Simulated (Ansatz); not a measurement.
**H₂Br+ (singlet): wave-function methods side by side at distance Br1–H2 = 1.559 Å, 6-31G**

Aim: climb from Hartree-Fock through coupled cluster and multireference methods for H₂Br+ (singlet) at one geometry and basis, and see what each rung misses.

Method: 6-31G, core rule «outside noble gas», up to 14 orbitals frozen; program: Ansatz 0.2.0, Gaussian basis.

Plan: UHF; CCSD(T) on RHF; BCCD(T) on RHF; CISD; CCSDT(Q) on RHF; CCSDTQ on RHF; CASSCF and MRCISD+Q, 2 electrons in 2 orbitals; CASSCF and NEVPT2, 2 electrons in 2 orbitals; CASSCF and MRCISD+Q, 8 electrons in 6 orbitals; CASSCF and NEVPT2, 8 electrons in 6 orbitals; Full CI.

24 further runs of the same task are left out: 21 that didn't finish, 3 set aside as unsound or not needed. Runs told in other sessions of the task aren't counted.

### 1 What is computed

The geometry derives from a PBE0/def2-TZVP stationary point (not a proven minimum). One bond is set to the value named and the two fragments are kept rigid. No spin-orbit coupling is included. The filled d shell of Br may be among the frozen orbitals whatever the setting's name suggests.

3 atoms, charge 1, spin multiplicity 1.

Atoms are counted from 1 here; the program's logs count them from 0.

Bond lengths: Br1–H2 1.559 Å, Br1–H3 1.447 Å. Angles: H2–Br1–H3 92.5°.

### 2 UHF

in.yaml

```yaml
crystal:
  periodic: [false, false, false]
  atoms:
    - {symbol: Br, position_ang: [0.000000, -0.025568, 0.000994]}
    - {symbol: H, position_ang: [0.000000, 1.052048, -1.125605]}
    - {symbol: H, position_ang: [0.000000, 0.974807, 1.046841]}
basis:
  gaussian: {orbitals: 6-31G}
total_charge: 1
magnetization: {spin_polarized: true, initial_magnetization: 0}
hamiltonian: {xc: hf}
output: {orbitals: {seedname: orbitals}}
```

On the command line:

```sh
$ ansatz run in.yaml --threads 1 --pin off --events-out ev --progress --plain --max-ram 2393MiB
```

After this run come: CCSD(T) on RHF; BCCD(T) on RHF; CISD; CCSDT(Q) on RHF; CCSDTQ on RHF; CASSCF and MRCISD+Q, 2 electrons in 2 orbitals; CASSCF and NEVPT2, 2 electrons in 2 orbitals; CASSCF and MRCISD+Q, 8 electrons in 6 orbitals; CASSCF and NEVPT2, 8 electrons in 6 orbitals; Full CI.

Before running them: what should the planned runs give, taken together? Wanted: FCI from the RHF energy; RMP2 from FCI; RCCSD from FCI; RCCSD(T) from FCI; RCCSDT(Q) from FCI; NEVPT2 pair from FCI; MRCISD+Q pair from FCI; NEVPT2 valence from FCI; T1 diagnostic.

The runs gave:

```
                         quantity                                                                                                               value
          FCI from the RHF energy                                                                                                          -2.0050 eV
                    RMP2 from FCI                                                                                                     +10.41 kcal/mol
                   RCCSD from FCI                                                                                                      +0.50 kcal/mol
                RCCSD(T) from FCI                                                                                                      +0.09 kcal/mol
               RCCSDT(Q) from FCI                                                                                                       0.00 kcal/mol
             NEVPT2 pair from FCI                                                                                                      +6.42 kcal/mol
           MRCISD+Q pair from FCI                                                                                                      -0.08 kcal/mol
          NEVPT2 valence from FCI                                                                                                      +3.66 kcal/mol
levels within 1 kcal/mol (43 meV)  RCCSD, RCCSD(T), BCCD(T), RCCSDT, RCCSDT(Q), RCCSDTQ, MRCISD pair, MRCISD+Q pair, MRCISD valence, MRCISD+Q valence
                    T1 diagnostic                                                                                                               0.010
   effectively unpaired electrons                                                                                                                0.03
```

**Reading.** RCCSD(T) lands +0.09 kcal/mol from the yardstick (0.2 % of the correlation energy). MRCISD+Q pair falls below full CI: the +Q correction isn't variational, and the cores differ from full CI's. One determinant dominates. Of the multireference levels listed MRCISD+Q pair comes nearest in total energy (-0.08 kcal/mol), which doesn't show that its space is the better one. These misses are within one basis, not against nature.
